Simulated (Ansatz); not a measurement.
**Nb2SnC (P6_3/mmc): equation of state with a fit in Python**

Where is the equilibrium volume of Nb2SnC (P6_3/mmc), and how stiff is it? The task is an equation of state with a fit, for Nb2SnC (P6_3/mmc).

Computed with the Python package of Ansatz 0.2.0. Level of theory: DFT PBEsol, plane waves, PAW.

## 1. The structure

It takes space group P6_3/mmc (No. 194, hexagonal). The conventional cell has a = 3.283 Å, b = 3.283 Å, c = 13.769 Å, α = 90.00°, β = 90.00°, γ = 120.00°. Around Nb (site symmetry 3m) lie 3 C at 2.22 Å. Sn (site symmetry -6m2) is surrounded by 6 Nb at 2.98 Å and 6 Sn at 3.28 Å. C (site symmetry -3m) has 6 Nb at 2.22 Å in its first shell of neighbours.

No structure file is read: the coordinates are typed or built in the script.

## 2. The code

Contents of nb2snc.py:

```python
"""Bulk modulus of Nb2SnC from an E(V) curve."""

import argparse
import warnings

import ansatz as az
from ase.eos import EquationOfState
from ase.units import GPa
import numpy as np

parser = argparse.ArgumentParser(description="Bulk modulus of Nb2SnC from an E(V) curve.")
parser.add_argument("--ecut", type=float, required=True, help="plane-wave cutoff (eV)")
parser.add_argument("--occupations", required=True, help="how the bands are filled")
parser.add_argument("--width-ev", type=float, default=0.1, help="smearing width (eV)")
parser.add_argument("--xc", required=True, help="exchange-correlation functional")
parser.add_argument("--kmesh", type=int, nargs=3, required=True, help="k-point sampling")
args = parser.parse_args()

VECTORS = np.array([
    [3.283207, 0.0, 0.0],
    [-1.641604, 2.843341, 0.0],
    [0.0, 0.0, 13.768612],
])
SITES = [
    ("Nb", [1 / 3, 2 / 3, 0.083316]),
    ("Nb", [1 / 3, 2 / 3, 0.416684]),
    ("Nb", [2 / 3, 1 / 3, 0.583316]),
    ("Nb", [2 / 3, 1 / 3, 0.916684]),
    ("Sn", [1 / 3, 2 / 3, 0.75]),
    ("Sn", [2 / 3, 1 / 3, 0.25]),
    ("C", [0.0, 0.0, 0.0]),
    ("C", [0.0, 0.0, 0.5]),
]


def make_crystal(cell):
    crystal = az.Crystal(lattice=az.Lattice.of(cell))
    for symbol, position in SITES:
        crystal = crystal.atom(symbol, position)
    return crystal


def main() -> None:
    warnings.simplefilter("ignore", az.DeckWarning)

    # scale the volume, keep shape and fractions
    volumes, energies = [], []
    for scale in np.linspace(0.95, 1.07, 5):
        cell = VECTORS * scale ** (1 / 3)
        setup = (
            make_crystal(cell).calculation()
            .basis(args.ecut)
            .occupations(args.occupations, width=args.width_ev)  # the run then minimises F = E - TS
            .functional(args.xc)
            .kpoints(*args.kmesh)  # the mesh must be finer for metals
        )
        summary = setup.run().report
        volumes.append(abs(np.linalg.det(cell)) / len(SITES))
        energies.append(summary["free_energy_ev"] / len(SITES))
        print(f"V = {volumes[-1]:8.4f} A^3/atom  F = {energies[-1]:.5f} eV/atom")

    eos = EquationOfState(volumes, energies, eos="birchmurnaghan")
    v0, e0, bulk = eos.fit()
    print(f"V0 = {v0:.4f} A^3/atom, E0 = {e0:.5f} eV/atom, B = {bulk / GPa:.1f} GPa")
    eos.plot("eos.png")


if __name__ == "__main__":
    main()
```

## 3. What the engine is handed

The engine receives this input (first run):

```yaml
crystal:
  lattice:
    - [3.227548671337292, 0.0, 0.0]
    - [-1.6137748271924324, 2.7951394678157206, 0.0]
    - [0.0, 0.0, 13.535200603178142]
  atoms:
    - { symbol: Nb, position: [0.3333333333333333, 0.6666666666666666, 0.083316] }
    - { symbol: Nb, position: [0.3333333333333333, 0.6666666666666666, 0.416684] }
    - { symbol: Nb, position: [0.6666666666666666, 0.3333333333333333, 0.583316] }
    - { symbol: Nb, position: [0.6666666666666666, 0.3333333333333333, 0.916684] }
    - { symbol: Sn, position: [0.3333333333333333, 0.6666666666666666, 0.75] }
    - { symbol: Sn, position: [0.6666666666666666, 0.3333333333333333, 0.25] }
    - { symbol: C, position: [0.0, 0.0, 0.0] }
    - { symbol: C, position: [0.0, 0.0, 0.5] }
basis:
  ecutwfc: 420.0
kpoints:
  mp_grid:
    grid: [9, 9, 2]
hamiltonian:
  xc: pbesol
scf:
  occupations:
    method: fermi_dirac
    width: 0.1
```

## 4. Launch

Run with:

```console
$ python nb2snc.py --ecut 420.0 --occupations fermi_dirac --xc PBEsol --kmesh 9 9 2
```

The program printed:

```text
V =  15.2634 A^3/atom  F = -3797.37065 eV/atom
V =  15.7454 A^3/atom  F = -3797.37195 eV/atom
V =  16.2274 A^3/atom  F = -3797.35536 eV/atom
V =  16.7094 A^3/atom  F = -3797.32362 eV/atom
V =  17.1914 A^3/atom  F = -3797.27905 eV/atom
V0 = 15.5334 A^3/atom, E0 = -3797.37376 eV/atom, B = 205.7 GPa
```

Run time: 39 s. Hardware: 1 thread of Arm Neoverse V1, shared host; peak memory 0.52 GiB.

## 5. What changed from run to run

The engine's inputs for some of the other runs:

Run 3, against run 1:

```diff
@@ -3,3 +3,3 @@
-    - [3.227548671337292, 0.0, 0.0]
-    - [-1.6137748271924324, 2.7951394678157206, 0.0]
-    - [0.0, 0.0, 13.535200603178142]
+    - [3.294114744581372, 0.0, 0.0]
+    - [-1.6470578739518278, 2.8527873850088477, 0.0]
+    - [0.0, 0.0, 13.814355233045012]
```

Run 4, against run 1:

```diff
@@ -3,3 +3,3 @@
-    - [3.227548671337292, 0.0, 0.0]
-    - [-1.6137748271924324, 2.7951394678157206, 0.0]
-    - [0.0, 0.0, 13.535200603178142]
+    - [3.3264120467382328, 0.0, 0.0]
+    - [-1.6632065299488183, 2.8807576724174666, 0.0]
+    - [0.0, 0.0, 13.949798725351338]
```

Run 5, against run 1:

```diff
@@ -3,3 +3,3 @@
-    - [3.227548671337292, 0.0, 0.0]
-    - [-1.6137748271924324, 2.7951394678157206, 0.0]
-    - [0.0, 0.0, 13.535200603178142]
+    - [3.358094068258038, 0.0, 0.0]
+    - [-1.67904754553358, 2.9081951111017, 0.0]
+    - [0.0, 0.0, 14.08266194770736]
```

## 6. Run by run

One row for each of the 5 runs:

```tsv
run	volume (Å³/atom)	energy from run 2 (meV/atom)	SCF cycles	CPU time (s)
1	15.263	1.29	6	7
2	15.745	0.00	6	7
3	16.227	16.59	6	7.2
4	16.709	48.33	6	7.2
5	17.191	92.89	7	8.4
```

Energies are free energies F = E - TS of the smeared occupations. 

## 7. Results

```
                      quantity           value
                 runs compared               5
               range of energy  92.89 meV/atom
lowest point, volume (Å³/atom)          15.745
      equilibrium volume (fit)   15.53 Å³/atom
            bulk modulus (fit)         206 GPa
```

In words: A third-order Birch-Murnaghan fit through the 5 points has its minimum at 15.53 Å³ an atom, 3.3 % below the typed cell, with a bulk modulus of 206 GPa and dB/dP = 4.4. From that minimum the energy rises by 3.1 meV an atom on the compressed side and 94.7 meV on the expanded side. The window is off centre, so dB/dP is rough. Reading the output:
- Spin is left out of this run.
- Shape and fractional positions are held along the curve, so the bulk modulus is an upper value where they are free to relax, by a factor of two or more in layered or hydrogen-bonded cells.
- For a metal this k-point mesh is coarse: on a finer one energies can move by several to tens of meV an atom and pressures by half a GPa or more, differences at one mesh by less.
- The structure comes from a database of computed cells and needn't be a stable or known phase.
